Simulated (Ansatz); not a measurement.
Ge2Sb2Te5:

```xyz
9
Lattice="6.8391 -3.0660 0.0000 6.8391 3.0660 0.0000 -6.8310 0.0000 6.8476" Properties=species:S:1:pos:R:3 pbc="T T T"
Te    5.4948    0.0000    2.6461
Te    9.5385    0.0000    1.3429
Te    0.0699    0.0000    0.0441
Te   -2.7069    0.0000    5.5452
Te    1.3918    0.0000    4.0888
Sb    8.3181    0.0000    4.0255
Sb   -1.3207    0.0000    2.8579
Ge    2.6055    0.0000    1.2862
Ge    6.7274    0.0000    0.0756
```

The cell comes from a database or a generator and needn't be the stable form of this composition.

```yaml
Program: Ansatz 0.2.0
Task: single point
Functional: PBE
Potentials_or_basis: Ansatz PAW
Cutoff: "420 eV (not typed: the program's choice for these potentials)"
k_mesh: 5 × 5 × 4
Occupations: fermi-dirac, width 0.05 eV
Spin: no spin polarisation
```

On this cell: pressure -0.1 GPa; largest force 0.196 eV/Å; band gap on the k mesh 0.26 eV, indirect (least direct gap 0.33 eV).

The same run follows on a disturbed copy (atoms moved at random, drawn with an rms of 0.05 Å):

```xyz
9
Lattice="6.8391 -3.0660 0.0000 6.8391 3.0660 0.0000 -6.8310 0.0000 6.8476" Properties=species:S:1:pos:R:3 pbc="T T T"
Te    5.5125   -0.0346    2.5984
Te    9.5305   -0.0018    1.3620
Te    0.0599    0.0072    0.0702
Te   -2.6906    0.0164    5.6189
Te    1.3823    0.0113    4.1002
Sb    8.3483   -0.0007    4.0635
Sb   -1.3472   -0.0029    2.9094
Ge    2.5922   -0.0156    1.3359
Ge    6.7939   -0.0024    0.0564
```

Q: What changes?

A: The energy moves by +2.5 meV/atom; pressure -0.1 GPa; largest force 0.226 eV/Å; band gap on the k mesh 0.28 eV, indirect (least direct gap 0.33 eV).

Forces in eV/Å, atoms in the order of the input:
```
Te   0.055  0.075  0.193
Te   0.077  0.010 -0.031
Te   0.039 -0.020 -0.022
Te  -0.025  0.004 -0.224
Te   0.125 -0.032 -0.016
Sb  -0.018  0.001 -0.069
Sb  -0.017 -0.014  0.031
Ge  -0.195 -0.003 -0.060
Ge  -0.041 -0.020  0.197
```

Stress tensor (GPa, compression positive):
```
 0.11 -0.04 -0.24
-0.04 -0.43  0.02
-0.24  0.02  0.15
```

Caveats: odd divisions of the mesh miss points on the zone boundary, where band edges often lie, so the gap on the mesh can be too wide; spin-orbit coupling is left out, which moves the levels of the heavy elements.

A k mesh can miss the band edges.
